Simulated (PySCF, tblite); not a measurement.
# CH₆AlFO₄Si, a small molecule taken as a stand-in for a surface group (Si site with back bonds F, O[Al](O)O, OC): NMR shifts, core binding energies and electronic excitations

What NMR shifts, core binding energies and electronic excitations should one expect for `CO[SiH](F)[O][Al]([OH])[OH]`?

Programs: tblite 0.8.0 and PySCF 2.14.0. All values are calculated, for the isolated system unless a continuum is named. Atoms count from 0, parts from 1.

## 1. The system as given

14 atoms, charge 0, multiplicity 1; geometry: distance geometry start.

## 2. Geometry optimisation with GFN2-xTB

Job settings and geometry (Å):

```
{"job": {"kind": "relax", "xc": "GFN2-xTB", "basis": "xTB"}, "charge": 0, "multiplicity": 1}
Si    -0.317298     1.979608    -0.127641
F     -1.233588     2.539129     1.174925
O     -0.800754     0.351383    -0.583729
Al     0.330063    -1.068921    -1.000618
O      2.006237    -0.559456    -1.645406
O      0.330818    -2.536881     0.141978
O      1.390448     1.987045     0.315995
C      1.980292     0.998985     1.123122
H     -0.484229     2.821633    -1.274171
H      2.769019    -1.159686    -1.836096
H     -0.422085    -3.173555     0.188828
H      1.923641     0.084429     0.631192
H      3.029669     1.214285     1.199810
H      1.540759     0.961100     1.991804
```

With the program's defaults for keys left out, this is: GFN2-xTB geometry optimisation, gas phase.

On the command line:

```sh
> OMP_NUM_THREADS=1 python cluster_run.py task.json out
```

One launch serves the whole session: the jobs run in the order shown.

**Question.** The jobs that follow are: PBE0-D3(BJ)/def2-SVP geometry optimisation, gas phase; GIAO PBE0/pcSseg-1 NMR shielding, non-relativistic, gas phase; delta-SCF UKS SCAN, pcX-2 on the ionised atom, pcseg-1 elsewhere, spin-free X2C; TDDFT CAM-B3LYP/def2-SVPD, vertical, gas phase, core orbitals frozen in the response. Predict: point group; rotational constants (main isotopes); ¹³C shifts against TMS (PBE0/pcSseg-1); ¹H shifts against TMS (PBE0/pcSseg-1); ²⁹Si shifts against TMS (PBE0/pcSseg-1); ¹⁹F shifts against CFCl3 (PBE0/pcSseg-1); ¹⁷O shifts against H2O (PBE0/pcSseg-1); ²⁷Al shifts against AlH4- (PBE0/pcSseg-1); O1s binding energies, SCAN/pcX-2 (standing for 2 of 4 atoms); Si2p binding energies, SCAN/pcX-2; F1s binding energies, SCAN/pcX-2; Al2p binding energies, SCAN/pcX-2; lowest singlet (CAM-B3LYP/def2-SVPD); brightest single state of those computed; lowest triplet; vertical ionisation energy (ΔSCF); vertical electron affinity (ΔSCF).

The runs gave:

| quantity | value |
| --- | --- |
| point group | C1 |
| rotational constants (main isotopes) | 2.04, 0.89, 0.66 GHz |
| ¹³C shifts against TMS (PBE0/pcSseg-1) | 51.2 ppm |
| ¹H shifts against TMS (PBE0/pcSseg-1) | 4.49, 4.32, 3.64, 3.55, 1.50, 1.16 ppm |
| ²⁹Si shifts against TMS (PBE0/pcSseg-1) | -65.3 ppm |
| ¹⁹F shifts against CFCl3 (PBE0/pcSseg-1) | -137.6 ppm |
| ¹⁷O shifts against H2O (PBE0/pcSseg-1) | 63.9, 37.5, 7.8, 2.4 ppm |
| ²⁷Al shifts against AlH4- (PBE0/pcSseg-1) | 8.4 ppm |
| O1s binding energies, SCAN/pcX-2 (standing for 2 of 4 atoms) | O6 538.24, O2 538.02 eV |
| Si2p binding energies, SCAN/pcX-2 | Si0 108.70 eV |
| F1s binding energies, SCAN/pcX-2 | F1 692.21 eV |
| Al2p binding energies, SCAN/pcX-2 | Al3 81.60 eV |
| lowest singlet (CAM-B3LYP/def2-SVPD) | 7.16 eV (173 nm), f = 0.000 |
| brightest single state of those computed | state 5, 7.90 eV, f = 0.100 |
| lowest triplet | 6.83 eV |
| vertical ionisation energy (ΔSCF) | 10.87 eV |
| vertical electron affinity (ΔSCF) | -0.22 eV (unbound: the value hangs on the basis) |

What this shows: The start of the PBE0/def2-SVP relaxation was shaken at random by about 0.01 Å, so part of the energy gained, and of the first lengths quoted, undoes that. Relaxing lowered the energy by 0.417 eV in 21 steps; the close pair that moved most is Al3–O4, from 1.623 to 1.694 Å (PBE0/def2-SVP). Hydrogens of an XH3 group are listed apart at this fixed geometry; free rotation makes them one line at their mean. At PBE0/pcSseg-1: The largest span, 143 ppm, is at F1, where the paramagnetic term is -154 ppm. At SCAN/pcX-2: The O1s levels kept as sound span 0.22 eV, from O2 (oxygen bonded to Al, Si) up to O6 (oxygen bonded to C, Si). Only 2 of the 4 O atoms are covered by sound results. The lowest singlet, at 7.16 eV, is HOMO−2→LUMO 0.86 and is dark; of the 6 states computed, the strongest absorption comes from state 5 at 7.90 eV (the last state computed absorbs too, and its partners may lie past the list). The lowest triplet lies 0.33 eV below the lowest singlet (triplets in Tamm-Dancoff, singlets in full TDDFT). ΔSCF puts the ionisation energy at 10.87 eV, 0.96 eV above −ε(HOMO). A capped cluster stands for the solid here, so long-range fields and strain are missing, and bands or shifts of the capping hydrogens have no counterpart in it.
